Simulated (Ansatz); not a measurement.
# C₃H₈Si₂: a ladder of functionals and wavefunction methods

One table from this session's results is given with a row withheld; the runs are named, their logs left out.

Method: functionals in def2-TZVPP, the program's frozen cores in correlated methods; program: Ansatz 0.2.0, Gaussian basis.

Levels to be run: LDA (SPW92), PBE-D4, revPBE-D4, BLYP-D4, r2SCAN-D4, B97M-V, PBE0-D4, B3LYP-D4, r2SCANh-D4, r2SCAN0-D4, HSE06-D4, BHLYP-D4, CAM-B3LYP-D4, LC-ωPBE, ωB97X-V, ωB97M-V, B2PLYP, PBE-QIDH; CCSD(T)/def2-SVP; CCSD(T)/def2-TZVPP; MP2/def2-QZVPP; extrapolation to the limit; RPA on PBE.

### The geometry

An earlier PBE0-D4 in a triple-zeta def2 set relaxation fixed the geometry.

SMILES `C=C1C[SiH]1[SiH3]`, 13 atoms, charge 0, spin multiplicity 1.

Atoms are counted from 1 here; the program's logs count them from 0.

Bond lengths: C1–C2 1.320 Å, C1–H6 1.085 Å, C1–H7 1.088 Å, C2–C3 1.498 Å, C2–Si4 1.826 Å, C3–Si4 1.883 Å, C3–H8 1.089 Å, C3–H9 1.088 Å, Si4–Si5 2.321 Å, Si4–H10 1.484 Å, Si5–H11 1.488 Å, Si5–H12 1.487 Å, Si5–H13 1.487 Å. Angles: C2–C1–H6 121.5°, C2–C1–H7 121.6°, H6–C1–H7 116.9°, C1–C2–C3 137.5°, C1–C2–Si4 154.3°, C3–C2–Si4 68.2°, C2–C3–Si4 64.2°, C2–C3–H8 116.6°, C2–C3–H9 117.4°, Si4–C3–H8 118.1°, Si4–C3–H9 119.6°, H8–C3–H9 112.8°, C2–Si4–C3 47.6°, C2–Si4–Si5 118.4°, C2–Si4–H10 118.0°, C3–Si4–Si5 118.3°, C3–Si4–H10 117.0°, Si5–Si4–H10 118.4° and more.

Set-up of the first run:

in.yaml

```yaml
crystal:
  periodic: [false, false, false]
  atoms:
    - {symbol: C, position_ang: [-0.518750, 2.141510, 0.927143]}
    - {symbol: C, position_ang: [-0.592557, 1.034781, 0.211857]}
    - {symbol: C, position_ang: [-1.551111, -0.102710, 0.033706]}
    - {symbol: Si, position_ang: [0.033672, -0.201082, -0.978297]}
    - {symbol: Si, position_ang: [1.697882, -1.660698, -0.278906]}
    - {symbol: H, position_ang: [0.336147, 2.805969, 0.856430]}
    - {symbol: H, position_ang: [-1.312485, 2.432273, 1.612611]}
    - {symbol: H, position_ang: [-2.480153, 0.119321, -0.488756]}
    - {symbol: H, position_ang: [-1.692421, -0.774545, 0.878287]}
    - {symbol: H, position_ang: [-0.070770, 0.108647, -2.425513]}
    - {symbol: H, position_ang: [1.601345, -2.965955, -0.986532]}
    - {symbol: H, position_ang: [3.048710, -1.090293, -0.527349]}
    - {symbol: H, position_ang: [1.520891, -1.882217, 1.180320]}
basis:
  gaussian: {orbitals: def2-TZVPP}
hamiltonian: {xc: lda}
output: {orbitals: {seedname: orbitals}}
```

Started as:

```bash
> ansatz run in.yaml --threads 4 --pin off --events-out ev --progress --plain --max-ram 10444MiB
```

Steps of the session up to this table: LDA; PBE-D4 (GGA); revPBE-D4 (GGA); BLYP-D4 (GGA); r2SCAN-D4 (meta-GGA); B97M-V (meta-GGA); B3LYP-D4 (hybrid); r2SCANh-D4 (hybrid); r2SCAN0-D4 (hybrid); HSE06-D4 (hybrid); BHLYP-D4 (hybrid); CAM-B3LYP-D4 (range-separated); LC-ωPBE (range-separated); ωB97X-V (range-separated); ωB97M-V (range-separated); B2PLYP (double hybrid); PBE-QIDH (double hybrid).

One of the session's tables, all rows but one given; the rest of the session is left out.

It belongs to the step «Orbital energies across the functionals». 

```
  functional  HOMO (eV)  gap (eV)
 LDA (SPW92)      -6.19      4.40
      PBE-D4      -6.08      4.48
   revPBE-D4      -6.03      4.50
     BLYP-D4      -5.94      4.52
   r2SCAN-D4      -6.30      4.90
      B97M-V      -6.38      4.96
     PBE0-D4      -7.20      6.55
    B3LYP-D4      -7.00      6.18
  r2SCANh-D4      -6.71      5.66
  r2SCAN0-D4          ?         ?
    HSE06-D4      -6.81      5.78
    BHLYP-D4      -8.23      8.67
CAM-B3LYP-D4      -8.50      9.02
     LC-ωPBE      -9.81     11.41
     ωB97X-V      -9.48     11.00
     ωB97M-V      -9.35     10.67
```

Estimate the missing values for r2SCAN0-D4.

Worked estimate for «HOMO (eV)». Against the share of exact exchange, r2SCAN-D4 (0, -6.30), r2SCANh-D4 (0.1, -6.71) give a slope of -4.10 per unit share; at 0.25 the line stands at -7.32.

**Answer.** HOMO (eV): -7.34; gap (eV): 6.80. In «HOMO (eV)» the line misses by +0.02.
